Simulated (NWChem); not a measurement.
**A workflow on the pair AlNH6···GeH3F**

We compute the energy (singlet AlGeNH9F, SVWN5/cc-pVDZ), then the energy (singlet AlNH6, SVWN5/cc-pVDZ), then the energy (singlet GeH3F, SVWN5/cc-pVDZ), then the energy (singlet AlNH6, SVWN5/cc-pVDZ), then the energy (singlet GeH3F, SVWN5/cc-pVDZ) of AlFGeH9N and its partners. 

The results are computed with NWChem 7.3.0.

### Step 1. The structure to begin with

The species is AlGeNH9F (13 atoms), meant as a singlet with charge 0. The two molecules were placed rigidly side by side, at 0.85 times their contact distance; the pair isn't optimised.

Bond lengths: N1–Al2 2.061 Å, F9–Ge10 1.742 Å, N1–H3 1.015 Å, N1–H4 1.015 Å, N1–H5 1.015 Å, Al2–H6 1.603 Å, Al2–H7 1.603 Å, Al2–H8 1.603 Å, Ge10–H11 1.533 Å, Ge10–H12 1.533 Å, Ge10–H13 1.533 Å. Some angles: N1–Al2–H6 99.3°, N1–Al2–H7 99.3°, N1–Al2–H8 99.3°, Al2–N1–H3 111.0°, Al2–N1–H4 111.0°, Al2–N1–H5 111.0°, F9–Ge10–H11 106.2°, F9–Ge10–H12 106.2°, F9–Ge10–H13 106.3°, H6–Al2–H7 117.5°.

### Step 2. A single-point energy at SVWN5/cc-pVDZ (run 1)

File alfgeh9n.nw:

```
start alfgeh9n
title "AlFGeH9N energy"
memory total 2200 mb
charge 0
geometry noautosym nocenter noautoz
 N    -0.296840   -0.090960   -0.940760
 Al    0.320660    0.098240    1.016240
 H     0.197060    0.559940   -1.542760
 H    -1.290440    0.095840   -1.028560
 H    -0.124140   -1.028860   -1.287860
 H    -0.072640    1.632640    1.263540
 H     1.875360   -0.245860    0.830640
 H    -0.609040   -1.020960    1.689540
 F    -3.855770    3.674520    2.017530
 Ge   -2.527190    2.583280    2.296850
 H    -1.475820    3.379030    3.079330
 H    -3.097160    1.411670    3.105220
 H    -2.026940    2.152950    0.912860
end
basis spherical bse
 * library cc-pVDZ
end
dft
 xc slater vwn_5
 grid fine
 convergence energy 1e-08
 maxiter 100
 mulliken
 noprint "final vectors analysis"
end
task dft energy
```

Run with:

```
$ nwchem alfgeh9n.nw > alfgeh9n.out
```

Log, shortened:

```text
[...]
          Wavefunction type:  closed shell.
          No. of atoms     :    13
          No. of electrons :    70
[...]
          Charge           :     0
          Spin multiplicity:     1
[...]
          AO basis - number of functions:   118
[...]
              XC Information
              --------------
                        Slater Exchange Functional  1.000 local
                      VWN V Correlation Functional  1.000 local
[...]
 d= 0,ls=0.0,diis     1  -2473.9355715128 -2.80D+03  1.64D-02  1.06D+00    14.2
[...]
 d= 0,ls=0.0,diis    11  -2474.0359939524 -2.54D-09  2.09D-07  1.13D-09   100.4
         Total DFT energy =    -2474.035993952388
      One electron energy =    -4096.627663879466
           Coulomb energy =     1411.289078148262
    Exchange-Corr. energy =     -112.897955852462
 Nuclear repulsion energy =      324.200547631278
[...]
      Total Density - Mulliken Population Analysis
     ---------------------------------------------
    Atom       Charge   Shell Charges
 -----------   ------   -------------------------------------------------------
    1 N    7     7.14   2.01  0.74  0.59  2.49  1.30  0.01
    2 Al  13    13.08   2.00  2.03  0.70  0.38  6.02  1.11  0.64  0.19
    3 H    1     0.83   0.68  0.10  0.05
    4 H    1     0.83   0.68  0.10  0.05
    5 H    1     0.83   0.68  0.10  0.05
    6 H    1     1.12   0.68  0.44  0.01
    7 H    1     1.07   0.67  0.39  0.01
    8 H    1     1.07   0.67  0.39  0.01
    9 F    9     9.31   2.01  0.87  1.04  3.31  2.08  0.00
   10 Ge  32    31.63   2.00  2.00  2.03  0.97  0.35  6.00  6.01  1.47  0.62  9.89  0.29
[...]
```

Run time: 1.7 min. Hardware: 1 thread of Intel Xeon Platinum 8488C (Sapphire Rapids), shared host; peak memory 0.12 GiB.

### Step 3. AlNH6: a single-point energy at SVWN5/cc-pVDZ (run 2)

File mol.nw:

```
START mol
memory total 2200 mb

GEOMETRY noautosym nocenter noautoz
  N    -0.296840   -0.090960   -0.940760
  Al    0.320660    0.098240    1.016240
  H     0.197060    0.559940   -1.542760
  H    -1.290440    0.095840   -1.028560
  H    -0.124140   -1.028860   -1.287860
  H    -0.072640    1.632640    1.263540
  H     1.875360   -0.245860    0.830640
  H    -0.609040   -1.020960    1.689540
END

BASIS spherical bse
  N library cc-pVDZ
  Al library cc-pVDZ
  H library cc-pVDZ
END

DFT
  xc slater vwn_5
  grid fine
  convergence energy 1e-08
  maxiter 100
  mulliken
  noprint "final vectors analysis"
END

TASK dft energy
```

Run with:

```
$ nwchem mol.nw > mol.out
```

Log, shortened:

```text
[...]
          Wavefunction type:  closed shell.
          No. of atoms     :     8
          No. of electrons :    26
[...]
          Charge           :     0
          Spin multiplicity:     1
[...]
          AO basis - number of functions:    62
[...]
              XC Information
              --------------
                        Slater Exchange Functional  1.000 local
                      VWN V Correlation Functional  1.000 local
[...]
 d= 0,ls=0.0,diis     1   -299.1942008861 -3.61D+02  7.84D-03  2.85D-01     1.4
[...]
 d= 0,ls=0.0,diis     8   -299.2189733151 -2.28D-10  1.05D-07  2.86D-11     7.3
         Total DFT energy =     -299.218973315075
      One electron energy =     -538.233625157223
           Coulomb energy =      203.067191538117
    Exchange-Corr. energy =      -26.159050714033
 Nuclear repulsion energy =       62.106511018064
[...]
      Total Density - Mulliken Population Analysis
     ---------------------------------------------
    Atom       Charge   Shell Charges
 -----------   ------   -------------------------------------------------------
    1 N    7     7.14   2.01  0.74  0.59  2.48  1.30  0.01
    2 Al  13    13.07   2.00  2.03  0.70  0.39  6.02  1.11  0.64  0.18
    3 H    1     0.84   0.68  0.10  0.05
    4 H    1     0.84   0.68  0.10  0.05
    5 H    1     0.84   0.68  0.10  0.05
    6 H    1     1.09   0.67  0.41  0.01
    7 H    1     1.09   0.67  0.41  0.01
    8 H    1     1.09   0.67  0.41  0.01
[...]
```

It took 8.1 s on 1 thread of Intel Xeon Platinum 8488C (Sapphire Rapids), shared host; peak memory 0.12 GiB.

### Step 4. GeH3F: a single-point energy at SVWN5/cc-pVDZ (run 3)

File a.nw:

```
start a
title "FGeH3"
memory total 2200 mb
geometry units bohr noautosym nocenter noautoz
  F     -7.28634930     6.94383644     3.81257915
  Ge    -4.77569696     4.88169170     4.34041745
  H     -2.78889561     6.38544127     5.81909035
  H     -5.85278416     2.66766968     5.86801536
  H     -3.83036147     4.06848586     1.72505539
end
basis spherical bse
  * library cc-pVDZ
end
dft
  xc slater vwn_5
  grid fine
  convergence energy 1e-08
  maxiter 100
  mulliken
  noprint "final vectors analysis"
end
task dft energy
```

Run with:

```
$ nwchem a.nw > a.out
```

Log, shortened:

```text
[...]
          Wavefunction type:  closed shell.
          No. of atoms     :     5
          No. of electrons :    44
[...]
          Charge           :     0
          Spin multiplicity:     1
[...]
          AO basis - number of functions:    56
[...]
              XC Information
              --------------
                        Slater Exchange Functional  1.000 local
                      VWN V Correlation Functional  1.000 local
[...]
 d= 0,ls=0.0,diis     1  -2174.7334758730 -2.30D+03  3.28D-02  7.79D-01     5.1
[...]
 d= 0,ls=0.0,diis    10  -2174.8123484996 -4.82D-11  7.62D-08  3.03D-11    27.7
         Total DFT energy =    -2174.812348499589
      One electron energy =    -3287.212522700052
           Coulomb energy =     1072.425363162163
    Exchange-Corr. energy =      -86.724029757599
 Nuclear repulsion energy =      126.698840795900
[...]
      Total Density - Mulliken Population Analysis
     ---------------------------------------------
    Atom       Charge   Shell Charges
 -----------   ------   -------------------------------------------------------
    1 F    9     9.31   2.01  0.87  1.04  3.31  2.08  0.00
    2 Ge  32    31.64   2.00  2.00  2.02  0.97  0.35  6.00  6.01  1.48  0.62  9.89  0.29
    3 H    1     1.02   0.67  0.33  0.01
    4 H    1     1.02   0.67  0.33  0.01
    5 H    1     1.02   0.67  0.33  0.01
[...]
```

It took 29 s on 1 thread of Intel Xeon Platinum 8488C (Sapphire Rapids), shared host; peak memory 0.11 GiB.

### Step 5. AlNH6 among ghost functions: a single-point energy at SVWN5/cc-pVDZ (with ghost functions) (run 4)

File alh6n.nw:

```
start alh6n
title "AlH6N"
memory total 2200 mb
geometry units angstrom noautosym nocenter noautoz
N    -0.296840   -0.090960   -0.940760
Al    0.320660    0.098240    1.016240
H     0.197060    0.559940   -1.542760
H    -1.290440    0.095840   -1.028560
H    -0.124140   -1.028860   -1.287860
H    -0.072640    1.632640    1.263540
H     1.875360   -0.245860    0.830640
H    -0.609040   -1.020960    1.689540
bqF     -3.855770     3.674520     2.017530
bqGe    -2.527190     2.583280     2.296850
bqH     -1.475820     3.379030     3.079330
bqH     -3.097160     1.411670     3.105220
bqH     -2.026940     2.152950     0.912860
end
basis spherical bse
N library cc-pVDZ
Al library cc-pVDZ
H library cc-pVDZ
bqF library F cc-pVDZ
bqGe library Ge cc-pVDZ
bqH library H cc-pVDZ
end
dft
xc slater vwn_5
mult 1
grid fine
convergence energy 1e-08
maxiter 100
mulliken
noprint "final vectors analysis"
end
task dft energy
```

Run with:

```
$ nwchem alh6n.nw > alh6n.out
```

Log, shortened:

```text
[...]
          Wavefunction type:  closed shell.
          No. of atoms     :    13
          No. of electrons :    26
[...]
          Charge           :     0
          Spin multiplicity:     1
[...]
          AO basis - number of functions:   118
[...]
              XC Information
              --------------
                        Slater Exchange Functional  1.000 local
                      VWN V Correlation Functional  1.000 local
[...]
 d= 0,ls=0.0,diis     1   -299.1944487618 -3.61D+02  4.28D-03  2.86D-01     9.1
[...]
 d= 0,ls=0.0,diis     8   -299.2193211425 -2.51D-10  6.69D-08  4.24D-11    61.9
         Total DFT energy =     -299.219321142484
      One electron energy =     -538.224143868785
           Coulomb energy =      203.056140834663
    Exchange-Corr. energy =      -26.157829126426
 Nuclear repulsion energy =       62.106511018064
[...]
      Total Density - Mulliken Population Analysis
     ---------------------------------------------
    Atom       Charge   Shell Charges
 -----------   ------   -------------------------------------------------------
    1 N    7     7.14   2.01  0.74  0.60  2.48  1.30  0.01
    2 Al  13    13.10   2.00  2.03  0.70  0.39  6.02  1.11  0.66  0.19
    3 H    1     0.84   0.68  0.10  0.05
    4 H    1     0.83   0.68  0.10  0.05
    5 H    1     0.83   0.68  0.10  0.05
    6 H    1     1.08   0.68  0.40  0.01
    7 H    1     1.08   0.67  0.40  0.01
    8 H    1     1.09   0.67  0.41  0.01
    9 X    0    -0.00   0.00  0.00 -0.00  0.00 -0.00 -0.00
   10 X    0    -0.00  -0.00 -0.00 -0.00 -0.00 -0.00 -0.00 -0.00 -0.00  0.00 -0.00  0.00
[...]
```

Run time: 63 s. Hardware: 1 thread of Intel Xeon Platinum 8488C (Sapphire Rapids), shared host; peak memory 0.12 GiB.

### Step 6. GeH3F among ghost functions: a single-point energy at SVWN5/cc-pVDZ (with ghost functions) (run 5)

File fgeh3.nw:

```
start fgeh3
title "FGeH3"
memory stack 880 mb heap 220 mb global 1100 mb

geometry units bohr noautosym nocenter noautoz
  F   -7.28634930   6.94383644   3.81257915
  Ge  -4.77569696   4.88169170   4.34041745
  H   -2.78889561   6.38544127   5.81909035
  H   -5.85278416   2.66766968   5.86801536
  H   -3.83036147   4.06848586   1.72505539
  bqN     -0.560946    -0.171889    -1.777779
  bqAl     0.605960     0.185647     1.920415
  bqH      0.372389     1.058133    -2.915394
  bqH     -2.438578     0.181111    -1.943697
  bqH     -0.234591    -1.944264    -2.433703
  bqH     -0.137270     3.085242     2.387745
  bqH      3.543917    -0.464608     1.569682
  bqH     -1.150919    -1.929335     3.192768
end

basis spherical bse
  F library cc-pVDZ
  Ge library cc-pVDZ
  H library cc-pVDZ
  bqN library N cc-pVDZ
  bqAl library Al cc-pVDZ
  bqH library H cc-pVDZ
end

dft
  xc slater vwn_5
  grid fine
  convergence energy 1e-08
  maxiter 100
  mulliken
  noprint "final vectors analysis"
end

task dft energy
```

Run with:

```
$ nwchem fgeh3.nw > fgeh3.out
```

Log, shortened:

```text
[...]
          Wavefunction type:  closed shell.
          No. of atoms     :    13
          No. of electrons :    44
[...]
          Charge           :     0
          Spin multiplicity:     1
[...]
          AO basis - number of functions:   118
[...]
              XC Information
              --------------
                        Slater Exchange Functional  1.000 local
                      VWN V Correlation Functional  1.000 local
[...]
 d= 0,ls=0.0,diis     1  -2174.7341922126 -2.30D+03  1.57D-02  7.82D-01    12.2
[...]
 d= 0,ls=0.0,diis    10  -2174.8132491768 -6.59D-11  3.64D-08  2.90D-11    84.8
         Total DFT energy =    -2174.813249176834
      One electron energy =    -3287.171665144670
           Coulomb energy =     1072.380869950321
    Exchange-Corr. energy =      -86.721294778383
 Nuclear repulsion energy =      126.698840795900
[...]
      Total Density - Mulliken Population Analysis
     ---------------------------------------------
    Atom       Charge   Shell Charges
 -----------   ------   -------------------------------------------------------
    1 F    9     9.31   2.01  0.87  1.04  3.31  2.07  0.00
    2 Ge  32    31.64   2.00  2.00  2.03  0.97  0.35  6.00  6.01  1.49  0.61  9.89  0.29
    3 H    1     1.02   0.67  0.33  0.01
    4 H    1     1.02   0.67  0.33  0.01
    5 H    1     1.01   0.67  0.32  0.01
    6 X    0    -0.00   0.00  0.00 -0.00  0.00 -0.00  0.00
    7 X    0     0.01  -0.00 -0.00 -0.00  0.00 -0.00 -0.00  0.01 -0.00
    8 X    0     0.00  -0.00  0.00  0.00
    9 X    0     0.00   0.00  0.00 -0.00
   10 X    0    -0.00  -0.00 -0.00 -0.00
[...]
```

It took 86 s on 1 thread of Intel Xeon Platinum 8488C (Sapphire Rapids), shared host; peak memory 0.12 GiB.

### Step 7. What came out

| quantity | value |
| --- | --- |
| run 1, SVWN5/cc-pVDZ: total energy | -2474.03599 Eh |
| run 1, SVWN5/cc-pVDZ: dipole moment | 5.51 D |
| AlNH6: total energy | -299.21897 Eh |
| AlNH6: dipole moment | 5.63 D |
| GeH3F: total energy | -2174.81235 Eh |
| GeH3F: dipole moment | 1.99 D |
| AlNH6 among ghost functions: total energy | -299.21932 Eh |
| AlNH6 among ghost functions: dipole moment | 5.61 D |
| GeH3F among ghost functions: total energy | -2174.81325 Eh |
| GeH3F among ghost functions: dipole moment | 1.93 D |
| interaction energy of the rigid parts AlNH6 and GeH3F (parts in their own basis; closest atoms 2.05 Å apart) | -0.127 eV |
| interaction energy of the rigid parts AlNH6 and GeH3F (parts in the whole basis, counterpoise; closest atoms 2.05 Å apart) | -0.093 eV |

In words: The interaction energy of the rigid parts AlNH6 and GeH3F (parts in their own basis; closest atoms 2.05 Å apart) is −0.13 eV (−2.9 kcal/mol): the parts attract. Without counterpoise this holds the superposition error of the basis. The interaction energy of the rigid parts AlNH6 and GeH3F (parts in the whole basis, counterpoise; closest atoms 2.05 Å apart) is −0.09 eV (−9.0 kJ/mol): the parts attract. The basis-set superposition error is 3.3 kJ/mol. Mulliken charges (run 1, SVWN5/cc-pVDZ) run from -0.31 on F9 to +0.37 on Ge10. Mulliken charges (GeH3F) run from -0.31 on F1 to +0.36 on Ge2.
